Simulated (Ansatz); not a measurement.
## La2O3, space group P-3m1: a convergence test of the plane-wave cutoff, step by step

Computed with Ansatz's Python interface.

Typed at the interpreter:
```pycon
>>> import csv
>>> import ansatz as az
>>> SETTINGS = {
...     'kgrid': (6, 6, 4),
... }
>>> structure = (
...     az.Lattice.of((3.930778, 0.0, 0.0), (-1.965389, 3.404153, 0.0), (0.0, 0.0, 6.111954))
...     .atom('La', (2 / 3, 1 / 3, 0.753764))
...     .atom('La', (1 / 3, 2 / 3, 0.246236))
...     .atom('O', (2 / 3, 1 / 3, 0.354109))
...     .atom('O', (1 / 3, 2 / 3, 0.645891))
...     .atom('O', (0.0, 0.0, 0.0))
... )
>>> job = (
...     structure.calculation()
...     .kpoints(*SETTINGS['kgrid'], center='gamma')
...     .occupations(az.OccupationsMethod.FIXED)
...     .forces()
...     .stress()
... )
>>> rows = []
>>> for value in [300, 400, 500, 600]:
...     r = job.basis(value).run(threads=1).report
...     rows.append((value, r['free_energy_ev'] / len(r['lattice']['sites']), r['n_iterations'], sum(r['stress_gpa'][i][i] for i in range(3)) / 3, max(abs(f) for row in r['forces_ev_ang'] for f in row), r['n_pw']))
...
DeckWarning: basis.ecutwfc = 300 eV is below the records' recommended 420 eV, and the density's cutoff is lower with it unless basis.ecutrho_ratio is high enough to keep the records' density cutoff: compare with a run at a higher cutoff
DeckWarning: basis.ecutwfc = 400 eV is below the records' recommended 420 eV, and the density's cutoff is lower with it unless basis.ecutrho_ratio is high enough to keep the records' density cutoff: compare with a run at a higher cutoff
>>> with open('ecut.csv', 'w', newline='') as handle:
...     writer = csv.writer(handle)
...     writer.writerow(['cutoff (eV)', 'F/atom (eV)', 'iterations', 'P (GPa)', 'max component (eV/A)', 'plane waves'])
...     writer.writerows([round(v, 5) if isinstance(v, float) else v for v in row] for row in rows)
...
77
>>> # differences from the last row
>>> for row in rows[:-1]:
...     shift = 1000 * (row[1] - rows[-1][1])
...     print(f'{row[0]}: {shift:+.2f} meV/atom' + ('  (within 5 meV)' if abs(shift) < 5 else ''))
...
300: +287.57 meV/atom
400: +8.44 meV/atom
500: +0.35 meV/atom  (within 5 meV)
```

`ecut.csv`, as written:
```csv
cutoff (eV),F/atom (eV),iterations,P (GPa),max component (eV/A),plane waves
300,-2842.12803,7,2.02979,0.04682,965
400,-2842.40716,7,1.88188,0.01577,1483
500,-2842.41526,7,1.89861,0.01595,2057
600,-2842.41561,7,1.89327,0.01549,2743
```

From 500 eV on it stays within 5 meV an atom of the value at 600 eV; the first row (300 eV) is off by 287.6 meV and the last but one by 0.35 meV. The energy falls steadily, as expected when plane waves are added. The pressure moves from 2.03 to 1.89 GPa (the program's stress holds a Pulay correction, so it settles early). The last run costs about 2.6 times the first.

What to keep in mind:
- Pressure is positive in compression.
- No functional is typed, so the default, PBE, holds.
- This cell is a computed structure, which may not be the phase found in nature.
- Warnings are shown shortened and without file and line.
- Shifts are counted from the last row, which is itself no proven limit.
- Timing: 16 s on 1 thread of Arm Neoverse V1 (shared host), peak memory 0.45 GiB.
